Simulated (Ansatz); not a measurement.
# CuPd2F: the cost of one run

Program: Ansatz 0.2.0. Level of theory: DFT PBE, scalar-relativistic, plane waves, PAW. These are calculated values, not measurements.

2 further runs of the same task are left out: 1 that didn't finish, 1 set aside as unsound or not needed.

### Step 1. Starting point

Symmetry: I4/mmm, No. 139, tetragonal system. Conventional cell: a = 4.801 Å, b = 4.801 Å, c = 4.568 Å, α = 90.00°, β = 90.00°, γ = 90.00°. Around Cu (site symmetry 4/mmm) lie 2 F at 2.28 Å and 4 Pd at 2.40 Å. Pd (site symmetry mmm) is surrounded by 2 Pd at 2.28 Å and 2 Cu at 2.40 Å and 2 F at 2.40 Å. F (site symmetry 4/mmm) is surrounded by 2 Cu at 2.28 Å and 4 Pd at 2.40 Å.

Coordinates:

```cif
data_structure
_symmetry_space_group_name_H-M 'I4/mmm'
_symmetry_Int_Tables_number 139
_cell_length_a 4.8007
_cell_length_b 4.8007
_cell_length_c 4.5684
_cell_angle_alpha 90.000
_cell_angle_beta 90.000
_cell_angle_gamma 90.000
_cell_volume 105.29
loop_
_atom_site_label
_atom_site_type_symbol
_atom_site_symmetry_multiplicity
_atom_site_Wyckoff_symbol
_atom_site_fract_x
_atom_site_fract_y
_atom_site_fract_z
_atom_site_occupancy
Cu1 Cu 2 a 0.00000 0.00000 0.00000 1
Pd1 Pd 4 c 0.00000 0.50000 0.00000 1
F1 F 2 b 0.00000 0.00000 0.50000 1
```

Recipe of the guess: random cell by space group and Wyckoff sites (I4/mmm, No. 139). The dimensions are guesses.

### Step 2. A first look at the guess

File input.yaml:

```yaml
crystal:
  lattice:
    - [-2.40036789, 2.40036789, 2.28418977]
    - [2.40036789, -2.40036789, 2.28418977]
    - [2.40036789, 2.40036789, -2.28418977]
  atoms:
    - { symbol: Cu, position: [0.0, 0.0, 0.0], spin: 1.0 }
    - { symbol: Pd, position: [0.5, 0.0, 0.5] }
    - { symbol: Pd, position: [0.0, 0.5, 0.5] }
    - { symbol: F, position: [0.5, 0.5, 0.0] }
basis:
  ecutwfc: 420
kpoints:
  mp_grid: { grid: [6, 6, 6] }
hamiltonian:
  xc: pbe
scf:
  occupations: { method: gaussian, width: 0.1 }
  lower_state_search: "off"
output:
  forces: true
  stress: true
  eigenvalues: true
  populations: true
magnetization:
  spin_polarized: true
```

The run is started by

```console
> ansatz run input.yaml --threads 1 --pin off --max-ram 2560MiB --backend cpu --events-out ev --progress --plain --runs-dir out
```

Q: Estimate wall time and peak memory on 1 thread of Intel Xeon Platinum 8259CL at 2.50GHz (Skylake/Cascade Lake), shared host.

About 14 s, with a peak of 0.46 GiB.
